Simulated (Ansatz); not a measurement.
# ClH₃InOSi radical: up Jacob's ladder to CCSD(T)

The task here is to estimate one member of a computed series from the others.

The runs use Ansatz 0.2.0, Gaussian basis; functionals in def2-TZVPP, the program's frozen cores in correlated methods.

The runs, in order: LDA (SPW92), PBE-D4, revPBE-D4, BLYP-D4, r2SCAN-D4, B97M-V, PBE0-D4, B3LYP-D4, r2SCANh-D4, r2SCAN0-D4, HSE06-D4, BHLYP-D4, CAM-B3LYP-D4, LC-ωPBE, ωB97X-V, ωB97M-V, B2PLYP, PBE-QIDH; CCSD(T)/def2-SVP; CCSD(T)/def2-TZVPP; MP2/def2-QZVPP; extrapolation to the limit; RPA on PBE.

## Structure used throughout

All runs share one geometry, relaxed beforehand with PBE0-D4 in a triple-zeta def2 set. In takes the def2 core potential; no spin-orbit term is included.

SMILES `[SiH3][O][In][Cl]`, 7 atoms, charge 0, spin multiplicity 2.

Atoms are counted from 1 here; the program's logs count them from 0.

Bond lengths: Si1–O2 1.634 Å, Si1–H5 1.491 Å, Si1–H6 1.486 Å, Si1–H7 1.491 Å, O2–In3 1.993 Å, In3–Cl4 2.351 Å. Angles: O2–Si1–H5 111.6°, O2–Si1–H6 108.5°, O2–Si1–H7 111.6°, H5–Si1–H6 108.8°, H5–Si1–H7 107.5°, H6–Si1–H7 108.8°, Si1–O2–In3 137.3°, O2–In3–Cl4 115.6°.

Set-up of the first run:

in.yaml reads:

```yaml
crystal:
  periodic: [false, false, false]
  atoms:
    - {symbol: Si, position_ang: [0.016641, 1.144586, 0.460803]}
    - {symbol: O, position_ang: [0.203740, -0.441612, 0.114498]}
    - {symbol: In, position_ang: [-0.437594, -1.723263, -1.270572]}
    - {symbol: Cl, position_ang: [0.330711, -3.933153, -1.041243]}
    - {symbol: H, position_ang: [0.496203, 2.009490, -0.655325]}
    - {symbol: H, position_ang: [0.803741, 1.457842, 1.681947]}
    - {symbol: H, position_ang: [-1.413431, 1.486119, 0.709903]}
basis:
  gaussian: {orbitals: def2-TZVPP}
magnetization: {spin_polarized: true, initial_magnetization: 1}
hamiltonian: {xc: lda}
output: {orbitals: {seedname: orbitals}}
```

On the command line:

```console
> ansatz run in.yaml --threads 4 --pin off --events-out ev --progress --plain --max-ram 10444MiB
```

Steps of the session up to this table: LDA; PBE-D4 (GGA); revPBE-D4 (GGA); BLYP-D4 (GGA); r2SCAN-D4 (meta-GGA); B97M-V (meta-GGA); B3LYP-D4 (hybrid); r2SCANh-D4 (hybrid); r2SCAN0-D4 (hybrid); HSE06-D4 (hybrid); BHLYP-D4 (hybrid); CAM-B3LYP-D4 (range-separated); LC-ωPBE (range-separated); ωB97X-V (range-separated); ωB97M-V (range-separated); B2PLYP (double hybrid); PBE-QIDH (double hybrid).

One of the session's tables, all rows but one given; the rest of the session is left out.

It belongs to the step «Orbital energies across the functionals». 

```
  functional  HOMO (eV)  LUMO (eV)  gap (eV)
 LDA (SPW92)      -6.11      -5.50      0.61
      PBE-D4      -5.95      -5.15      0.80
   revPBE-D4      -5.90      -5.02      0.88
     BLYP-D4      -5.80      -5.15      0.65
   r2SCAN-D4      -6.35      -4.91      1.44
      B97M-V      -6.05      -5.28      0.77
     PBE0-D4      -7.04      -4.32      2.73
    B3LYP-D4      -6.83      -4.69      2.14
  r2SCANh-D4      -6.75      -4.60      2.15
  r2SCAN0-D4      -7.35      -4.14      3.21
    HSE06-D4      -6.65      -4.69      1.96
    BHLYP-D4      -7.97      -3.57      4.40
CAM-B3LYP-D4      -8.27      -3.49      4.79
     LC-ωPBE      -9.53      -2.07      7.46
     ωB97X-V          ?          ?         ?
     ωB97M-V      -9.10      -2.66      6.44
```

**Question.** Estimate the row for ωB97X-V.

The run gave: HOMO (eV): -9.11; LUMO (eV): -2.44; gap (eV): 6.67. In the column «HOMO (eV)» it lies between LC-ωPBE (-9.53) and ωB97M-V (-9.10).
